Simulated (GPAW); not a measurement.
# MoS2 (P6_3/mmc) in GPAW: further runs

One crystal, MoS2, is run at these levels: LDA; tasks: dielectric tensor, optical spectrum.

All numbers are computed with GPAW 26.7.0; they aren't measurements. Logs are shortened: lines on timing, memory, paths and dates and some standing lists are left out, and cuts for length are marked. The log counts tension as positive stress, the text compression.

**The experiment to reproduce.**

“Multiwavelength excitation Raman Scattering Analysis of bulk and 2 dimensional MoS2: Vibrational properties of atomically thin MoS2 layers”, 2015, arxiv:1506.03228 reports, for a bulk crystal of MoS2 at 300 K: band gap 1.3 eV (indirect).

How close the calculation comes is told below.

## 1. The structure

It takes space group P6_3/mmc (No. 194, hexagonal). The conventional cell has a = 3.161 Å, b = 3.161 Å, c = 12.295 Å, α = 90.00°, β = 90.00°, γ = 120.00°. Around Mo (site symmetry -6m2) lie 6 S at 2.40 Å. S (site symmetry 3m) has 3 Mo at 2.40 Å as nearest neighbours.

## 2. Dielectric tensor, LDA

The input, run.py:

```python
import numpy as np
from ase import Atoms
from ase.dft.bandgap import bandgap
from ase.io import write
from gpaw import GPAW, PW
from gpaw.response.df import DielectricFunction

atoms = Atoms(['Mo', 'Mo', 'S', 'S', 'S', 'S'],
              cell=[[3.1609999994, 0.0, 0.0],
                    [-1.5804999997, 2.7375063009, 0.0],
                    [0.0, 0.0, 12.295]],
              scaled_positions=[[0.33333333, 0.66666667, 0.25],
                                [0.6666666633, 0.3333333367, 0.75],
                                [0.33333333, 0.66666667, 0.62278662],
                                [0.6666666633, 0.3333333367, 0.12278662],
                                [0.33333333, 0.66666667, 0.87721338],
                                [0.6666666633, 0.3333333367, 0.37721338]],
              pbc=True)

calc = GPAW(mode=PW(500),
            xc='LDA',
            kpts={'size': (8, 8, 2), 'gamma': True},
            occupations={'name': 'fermi-dirac', 'width': 0.001},
            nbands=46,
            convergence={'density': 1e-06},
            maxiter=150,
            txt='gpaw.txt')
atoms.calc = calc
energy = atoms.get_potential_energy()
calc.write('gs.gpw')
write('result.traj', atoms)
print(f'Energy: {energy:.6f} eV')
print('Fermi level:', round(calc.get_fermi_level(), 4), 'eV')
print(f'Gap: {bandgap(calc)[0]:.4f} eV, direct: {bandgap(calc, direct=True)[0]:.4f} eV')

for size in [(8, 8, 2), (12, 12, 3)]:
    name = 'x'.join(str(n) for n in size)
    dense = calc.fixed_density(kpts={'size': size, 'gamma': True},
                               nbands=80, convergence={'bands': 74, 'eigenstates': 1e-7},
                               update_fermi_level=True, txt=f'dense-{name}.txt')
    dense.write(f'{name}.gpw', mode='all')
    df = DielectricFunction(f'{name}.gpw', frequencies=np.array([0.0]), hilbert=False, eta=0.001,
                            ecut=60, nbands=74, intraband=False, txt=f'df-{name}.txt')
    for xc in ['RPA', 'LR0.3', 'ALDA_X']:
        for direction in ['x', 'y', 'z', [0, 1, 1], [1, 0, 1], [1, 1, 0]]:
            e0, e = df.get_macroscopic_dielectric_constant(xc=xc, direction=direction)
            print(f'{name} {xc} {direction}: {e0:.4f} without, {e:.4f} with local fields')
```

Potentials or basis: the program's PAW data sets (release 1.2.1) made for this functional, pw.

Started as:

```sh
$ OMP_NUM_THREADS=1 python run.py
```

gpaw.txt:

```text
__  _  _
 | _ |_)|_||  |
 |__||  | ||/\| - 26.7.0

Input parameters:
  mode=PW(ecut=500.0),
  convergence={'density': 1e-06},
  kpts=MonkhorstPack(size=(8, 8, 2), gamma=True),
  maxiter=150,
  nbands=46,
  occupations=Occupations(name='fermi-dirac', width=0.001),
  xc=XC(name='LDA')

Diagonalizing LCAO Hamiltonian
Converting LCAO to pw mode

        S

           Mo
        S

           S
        Mo

           S

Atoms  # Å, Bohr magnetons
|   | symbol |         x |        y |         z |    initial magnetic moments |
|---|--------|-----------|----------|-----------|-----------------------------|
| 0 |     Mo | -0.000000 | 1.825004 |  3.073750 | ( 0.0000,  0.0000,  0.0000) |
| 1 |     Mo |  1.580500 | 0.912502 |  9.221250 | ( 0.0000,  0.0000,  0.0000) |
| 2 |      S | -0.000000 | 1.825004 |  7.657161 | ( 0.0000,  0.0000,  0.0000) |
| 3 |      S |  1.580500 | 0.912502 |  1.509661 | ( 0.0000,  0.0000,  0.0000) |
| 4 |      S | -0.000000 | 1.825004 | 10.785339 | ( 0.0000,  0.0000,  0.0000) |
| 5 |      S |  1.580500 | 0.912502 |  4.637839 | ( 0.0000,  0.0000,  0.0000) |

Unit cell  # Å
| periodic |         x |        y |         z |   lengths |     angles |
|----------|-----------|----------|-----------|-----------|------------|
|      yes |  3.161000 | 0.000000 |  0.000000 |  3.161000 |  90.000000 |
|      yes | -1.580500 | 2.737506 |  0.000000 |  3.161000 |  90.000000 |
|      yes |  0.000000 | 0.000000 | 12.295000 | 12.295000 | 120.000000 |

Number of symmetries: 12
Symmetry operations  # r_c * U_cc + t_c -> r_c
|    | kind |            matrix            |
|----|------|------------------------------|
|  0 |  σ   |  1, 1, 0,  0,-1, 0,  0, 0, 1 |
|  1 |  S6  |  1, 1, 0, -1, 0, 0,  0, 0,-1 |
|  2 |  E   |  1, 0, 0,  0, 1, 0,  0, 0, 1 |
|  3 |  C2  |  1, 0, 0, -1,-1, 0,  0, 0,-1 |
|  4 |  C2  |  0, 1, 0,  1, 0, 0,  0, 0,-1 |
|  5 |  C3  |  0, 1, 0, -1,-1, 0,  0, 0, 1 |
|  6 |  S6  |  0,-1, 0,  1, 1, 0,  0, 0,-1 |
|  7 |  σ   |  0,-1, 0, -1, 0, 0,  0, 0, 1 |
|  8 |  σ   | -1, 0, 0,  1, 1, 0,  0, 0, 1 |
|  9 |  i   | -1, 0, 0,  0,-1, 0,  0, 0,-1 |
| 10 |  C3  | -1,-1, 0,  1, 0, 0,  0, 0, 1 |
| 11 |  C2  | -1,-1, 0,  0, 1, 0,  0, 0,-1 |

BZ-sampling:
  Number of BZ points: 128
  Number of IBZ points: 20

  Monkhorst-Pack size: [8, 8, 2]
  Monkhorst-Pack shift: [0.0625, 0.0625, 0.25]

K-points  # in reciprocal-cell coordinates
|     |                                coordinates |     weight |
|-----|--------------------------------------------|------------|
|   0 | (  0.00000000,   0.00000000,   0.00000000) | 0.00781250 |
|   1 | (  0.00000000,   0.00000000,   0.50000000) | 0.00781250 |
|   2 | (  0.12500000,   0.00000000,   0.00000000) | 0.04687500 |
|   3 | (  0.12500000,   0.00000000,   0.50000000) | 0.04687500 |
|   4 | (  0.25000000,  -0.12500000,   0.00000000) | 0.04687500 |
|   5 | (  0.25000000,  -0.12500000,   0.50000000) | 0.04687500 |
|   6 | (  0.25000000,   0.00000000,   0.00000000) | 0.04687500 |
|   7 | (  0.25000000,   0.00000000,   0.50000000) | 0.04687500 |
|   8 | (  0.37500000,  -0.12500000,   0.00000000) | 0.09375000 |
|   9 | (  0.37500000,  -0.12500000,   0.50000000) | 0.09375000 |
| ... |                                            |            |
|  19 | (  0.50000000,   0.50000000,   0.50000000) | 0.02343750 |

Plane wave coefficients: 2736
Cutoff: 500.0 eV

Spin-components: 1 (collinear spins)
Bands:           46
Projectors:      32
Spin-degeneracy: 2
Datatype:        complex128

Parallelization:
  kpt:    1
  domain: 1
  band:   1

Density:
  Valence electrons: 52.0
  Components: 1
  Grid points: [18 18 64]
  Charge: 0.0  # |e|

Potential:
  Grid points: [18 18 64]

species:
  Mo:
    name:    Molybdenum
    Z:       42.0
    valence: 14
    core:    28
    charge:  0.0  # [|e|]
    compensation charges:
      type: gauss
      rc: 0.38  # [Å]
      lmax: 2
    cutoffs:
      filter: 2.16  # [Å]
      core: 1.42  # [Å]
    projectors
    | kind |    occ | energy [eV] | rcut [Å] |
    |------|--------|-------------|----------|
    |   4s |  2.000 |     -64.384 |    1.238 |
    |   5s |  1.000 |      -4.319 |    1.238 |
    |   4p |  6.000 |     -38.595 |    1.296 |
    |   5p |  0.000 |      -1.161 |    1.296 |
    |   4d |  5.000 |      -3.933 |    1.296 |
    |    d |        |      23.278 |    1.296 |

    Using partial waves for Mo as LCAO basis

  S:
    name:    Sulfur
    Z:       16.0
    valence: 6
    core:    10
    charge:  0.0  # [|e|]
    compensation charges:
      type: gauss
      rc: 0.24  # [Å]
      lmax: 2
    cutoffs:
      filter: 1.77  # [Å]
      core: 1.66  # [Å]
    projectors
    | kind |    occ | energy [eV] | rcut [Å] |
    |------|--------|-------------|----------|
    |   3s |  2.000 |     -17.278 |    0.974 |
    |   3p |  4.000 |      -7.106 |    0.979 |
    |    s |        |       9.933 |    0.974 |
    |    p |        |      20.105 |    0.979 |
    |    d |        |       0.000 |    0.900 |

    Using partial waves for S as LCAO basis

Reference energy: -263337.961849  # eV

eigensolver:
  PPCG
  Converge bands: occupied
  niter=2

density mixing:
  MSR1-Mixer
  Pratt-step length: 0.05
  Maximum mixing coefficient: 0.75
  Old densities: 10
  SVD Regularization: 0.005
  Good broyden scale: 1.0
  Trust region scale: 1.0
  Backstep threshold: 4.0
  History deletion threshold: 6.0
  Fourier metric: weight=20.0, sigma=0.015

occupation numbers:
  Fermi-Dirac:
    width: 0.0010  # eV

poisson solver:
  ecut: 4000.0  # eV

xc functional:
  name: None

convergence criteria:
- Maximum integral of absolute [dens]ity change: 1e-06 electrons / valence electron
- Maximum [total energy] change in last 3 cyles: 0.0005 eV / valence electron
- Maximum integral of absolute [eigenst]ate change: 4e-08 eV^2 / valence electron
maximum number of iterations: 150

SCF iterations
|iter     | |      energy | eigst |  dens |
|---------|-|-------------|-------|-------|
|iter:   1| |  -52.619688 | +0.52 |       |
|iter:   2| |  -51.854006 | -1.16 | -0.99 |
|iter:   3| |  -49.856162 | -1.15 | -1.07 |
|iter:   4| |  -49.680927 | -1.95 | -1.45 |
|iter:   5| |  -49.674378 | -2.56 | -1.79 |
|iter:   6| |  -49.698869c| -2.96 | -2.01 |
|iter:   7| |  -49.651488 | -3.19 | -2.02 |
|iter:   8| |  -49.651464 | -5.00 | -3.07 |
|iter:   9| |  -49.651464c| -6.08 | -3.50 |
|iter:  10| |  -49.651464c| -7.38 | -4.38 |
|iter:  11| |  -49.651464c| -7.81c| -4.86 |
|iter:  12| |  -49.651464c| -8.45c| -5.45 |
|iter:  13| |  -49.651464c| -9.00c| -6.17c|

Converged in 13 steps
Energy contributions relative to reference atoms: (reference = -263337.961849)

Energy contributions:
  Kinetic:          -5.760299
  Coulomb:          -6.613161
  Zero:             -0.280869
  External:          0.000000
  Xc:              -36.997135
  Entropy:          -0.000000
  Spinorbit:         0.000000
  ----------------------------
  Free energy:     -49.651464
  Extrapolated:    -49.651464

dipole moment: (0.000000, 0.000002, 0.000007)  # |e|*Ang

Fermi level: 8.861
Eigenvalues  # (at kpt = [0.000, 0.000, 0.000])
| band index |      eig [eV] | occ [0-2] |
|------------|---------------|-----------|
|          0 |       -53.368 |     2.000 |
|        ... |               |           |
|         18 |         4.784 |     2.000 |
|         19 |         5.876 |     2.000 |
|         20 |         5.876 |     2.000 |
|         21 |         5.923 |     2.000 |
|         22 |         5.923 |     2.000 |
|         23 |         6.823 |     2.000 |
[... 8 lines left out ...]
|         32 |        10.498 |     0.000 |
|         33 |        10.498 |     0.000 |
|        ... |               |           |
|         45 |        20.410 |     0.000 |

Gap: 0.898 eV
Transition (v -> c):
  (s=0, k=0, n=25, [0.00, 0.00, 0.00]) -> (s=0, k=8, n=26, [0.38, -0.12, 0.00])
Direct/indirect transitions are different
Direct gap: 1.931 eV
Transition at: (s=0, k=12, n=25, [0.38, 0.38, 0.00])
# Writing to gs.gpw (mode='')
```

df-8x8x2.txt:

```text
FrequencyGridDescriptor(from 0.000 to 0.000 eV, 1 points)
FrequencyGridDescriptor(from 0.000 to 0.000 eV, 1 points)

Calculating chi0 body with:
    Ground state adapter containing:
    Number of spins: 1
    Number of kpoints: 128
    Number of irreducible kpoints: 20
    Number of completely occupied states: 26
    Number of partially occupied states: 26
[... 376 lines left out ...]
      (3,3)   0.00000000  0.00000000  yes
      (4,-4)  0.00000000  0.00000000  yes
      (4,-3)  0.00003485  0.00000088  yes
      (4,-2)  0.00000000  0.00000000  yes
      (4,-1)  0.00000000  0.00000000  yes
      (4,0)   0.00001447  0.00000134  yes
      (4,1)   0.00000000  0.00000000  yes
      (4,2)   0.00000000  0.00000000  yes
      (4,3)   0.00000000  0.00000000  yes
      (4,4)   0.00000000  0.00000000  yes
      In total: 0.9999999241527183 of the surface norm square is covered on average
      In total: 0.9999999241527183 of the surface norm square could be covered on average

Finished calculating f(G)
```

Wall time 9.2 min (1 thread of AMD EPYC 7R13 (Zen 3), shared host); peak memory 1.5 GiB.

Results:

| Item | Value |
| --- | --- |
| Free energy | -49.6515 eV |
| Band gap on the k mesh | 0.90 eV, indirect (least direct gap 1.93 eV) |
| Electronic dielectric tensor (diagonal) | 14.00, 14.00, 6.32 |

Electronic dielectric tensor:
```
14.00  0.00  0.00
 0.00 14.00  0.00
 0.00  0.00  6.32
```

Caveat: the long-wavelength limit can be off by several per cent where d states take part; an odd mesh through Γ misses points on the zone boundary, where band edges often lie.

[end of part 1 of 2]
